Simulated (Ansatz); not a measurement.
# C2H2AlF: taking an electron away

The task here is to estimate one member of a computed series from the others.

Program: Ansatz 0.2.0, Gaussian basis. Level of theory: unrestricted cation, the program's frozen cores in correlated methods. These are calculated values, not measurements.

Plan: UKS PBE-D4/def2-TZVPP; UKS r2SCAN-D4/def2-TZVPP; UKS PBE0-D4/def2-TZVPP; UKS B3LYP-D4/def2-TZVPP; UKS wB97X-V/def2-TZVPP; UKS wB97M-V/def2-TZVPP; UKS B2PLYP/def2-TZVPP; UHF-CCSD(T)/def2-TZVPP; UHF-MP2/def2-QZVPP; extrapolation to the limit; then −ε(HOMO) from the neutral's earlier runs with LDA (SPW92), PBE-D4, revPBE-D4, BLYP-D4, r2SCAN-D4, B97M-V, PBE0-D4, B3LYP-D4, r2SCANh-D4, r2SCAN0-D4, HSE06-D4, BHLYP-D4, CAM-B3LYP-D4, LC-ωPBE, ωB97X-V, ωB97M-V.

### Structure used throughout

The geometry comes from an earlier relaxation with PBE0-D4 in a triple-zeta def2 set; it is a stationary point.

SMILES `[F][Al]1[CH]=[CH]1`, 6 atoms, charge 0, spin multiplicity 1.

Atoms are counted from 1 here; the program's logs count them from 0.

Bond lengths: F1–Al2 1.638 Å, Al2–C3 1.835 Å, Al2–C4 1.835 Å, C3–C4 1.379 Å, C3–H5 1.089 Å, C4–H6 1.089 Å. Angles: F1–Al2–C3 157.9°, F1–Al2–C4 157.9°, C3–Al2–C4 44.1°, Al2–C3–C4 67.9°, Al2–C3–H5 165.4°, C4–C3–H5 126.7°, Al2–C4–C3 67.9°, Al2–C4–H6 165.4°, C3–C4–H6 126.7°.

The first run:

File in.yaml:

```yaml
crystal:
  periodic: [false, false, false]
  atoms:
    - {symbol: F, position_ang: [-1.757204, -1.787000, 1.223845]}
    - {symbol: Al, position_ang: [-0.721541, -0.744107, 0.500804]}
    - {symbol: C, position_ang: [0.887555, -0.038694, -0.030274]}
    - {symbol: C, position_ang: [-0.179329, 0.716336, -0.469731]}
    - {symbol: H, position_ang: [1.942868, 0.161182, -0.208393]}
    - {symbol: H, position_ang: [-0.130349, 1.628281, -1.062451]}
basis:
  gaussian: {orbitals: def2-TZVPP}
total_charge: 1
magnetization: {spin_polarized: true, initial_magnetization: 1}
hamiltonian: {xc: pbe, dispersion: d4}
```

The run is started by

```console
$ ansatz run in.yaml --threads 2 --pin off --events-out ev --progress --plain --max-ram 4352MiB
```

Among the steps run: Cation, UKS PBE-D4/def2-TZVPP; Cation, UKS r2SCAN-D4/def2-TZVPP; Cation, UKS PBE0-D4/def2-TZVPP; Cation, UKS B3LYP-D4/def2-TZVPP; Cation, UKS wB97X-V/def2-TZVPP; Cation, UKS wB97M-V/def2-TZVPP; Cation, UKS B2PLYP (frozen core)/def2-TZVPP; Cation, UHF-CCSD(T)/def2-TZVPP; Cation, UHF-MP2/def2-QZVPP.

One table of the session follows, with a row left open; its other results are not shown here.

Orbital estimates, from the neutral's runs:

| functional | −ε(HOMO) (eV) |
| --- | --- |
| LDA (SPW92) | 5.76 |
| PBE-D4 | 5.66 |
| revPBE-D4 | 5.61 |
| BLYP-D4 | 5.55 |
| r2SCAN-D4 | 5.86 |
| B97M-V | 5.94 |
| PBE0-D4 | 6.87 |
| B3LYP-D4 | 6.69 |
| r2SCANh-D4 | 6.32 |
| r2SCAN0-D4 | 7.00 |
| HSE06-D4 | 6.47 |
| BHLYP-D4 | ? |
| CAM-B3LYP-D4 | 8.24 |
| LC-ωPBE | 9.55 |
| ωB97X-V | 9.22 |
| ωB97M-V | 9.05 |

**Question.** Estimate the row for BHLYP-D4.

Worked estimate for «−ε(HOMO) (eV)». Against the share of exact exchange, BLYP-D4 (0, 5.55), B3LYP-D4 (0.2, 6.69) give a slope of 5.70 per unit share; at 0.5 the line stands at 8.40.

The run gave: −ε(HOMO) (eV): 8.03. In «−ε(HOMO) (eV)» the line misses by +0.37.
